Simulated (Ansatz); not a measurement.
# H6OSSiZn: the cost of one run

Method: RKS PBE/def2-SVP, in Ansatz 0.2.0.

## 1. Starting point

Bond lengths: Zn1–S2 2.656 Å, Zn1–O3 1.771 Å, Zn1–Si5 2.724 Å, S2–H6 1.326 Å, O3–H7 0.956 Å, Si5–H8 1.461 Å, Si5–H9 1.463 Å, Si5–H10 1.466 Å. Angles: Zn1–S2–H6 86.8°, S2–Zn1–O3 102.4°, S2–Zn1–Si5 85.9°, O3–Zn1–Si5 113.2°, Zn1–O3–H7 127.0°, Zn1–Si5–H8 117.7°, Zn1–Si5–H9 118.3°, Zn1–Si5–H10 94.6°, H8–Si5–H9 110.0°, H8–Si5–H10 107.0°, H9–Si5–H10 106.8°.

As a file:

```xyz
10

Zn    0.4281   -0.4336   -1.2179
S    -0.6389   -2.2911    0.3526
O    -0.9806    0.1636   -2.1100
H     0.0351   -0.6643    0.6994
Si    0.9091    0.9508    1.0781
H    -1.8202   -1.7870    0.0212
H    -1.1403    0.0888   -3.0494
H     1.8882    0.3996    2.0126
H    -0.2338    1.4936    1.8129
H     1.5532    2.0796    0.4005
```

## 2. A restrained relaxation towards end A

Springs on the bonds that form and break draw the guess towards this end; the thresholds are loose.

Input file input.yaml:

```yaml
crystal:
  periodic: [false, false, false]
  atoms:
    - { symbol: Zn, position_ang: [0.4281, -0.4336, -1.2179] }
    - { symbol: S, position_ang: [-0.6389, -2.2911, 0.3526] }
    - { symbol: O, position_ang: [-0.9806, 0.1636, -2.11] }
    - { symbol: H, position_ang: [0.0351, -0.6643, 0.6994] }
    - { symbol: Si, position_ang: [0.9091, 0.9508, 1.0781] }
    - { symbol: H, position_ang: [-1.8202, -1.787, 0.0212] }
    - { symbol: H, position_ang: [-1.1403, 0.0888, -3.0494] }
    - { symbol: H, position_ang: [1.8882, 0.3996, 2.0126] }
    - { symbol: H, position_ang: [-0.2338, 1.4936, 1.8129] }
    - { symbol: H, position_ang: [1.5532, 2.0796, 0.4005] }
basis:
  gaussian: { orbitals: def2-SVP }
hamiltonian:
  xc: pbe
relax:
  f_tol: 0.15
  max_steps: 25
  restrain:
    - { distance: [0, 4], at: 3.63, k: 30.0 }
    - { distance: [3, 1], at: 2.66, k: 30.0 }
    - { distance: [0, 1], at: 2.27, k: 30.0 }
    - { distance: [3, 4], at: 1.42, k: 30.0 }
```

On the command line:

```console
ansatz run input.yaml --threads 2 --pin off --max-ram 3072MiB --backend cpu --events-out ev --progress --plain --runs-dir out
```

Q: Estimate wall time and peak memory on 2 threads of Intel Xeon Platinum 8559C (Emerald Rapids), shared host.

About 17 s, with a peak of 0.18 GiB.
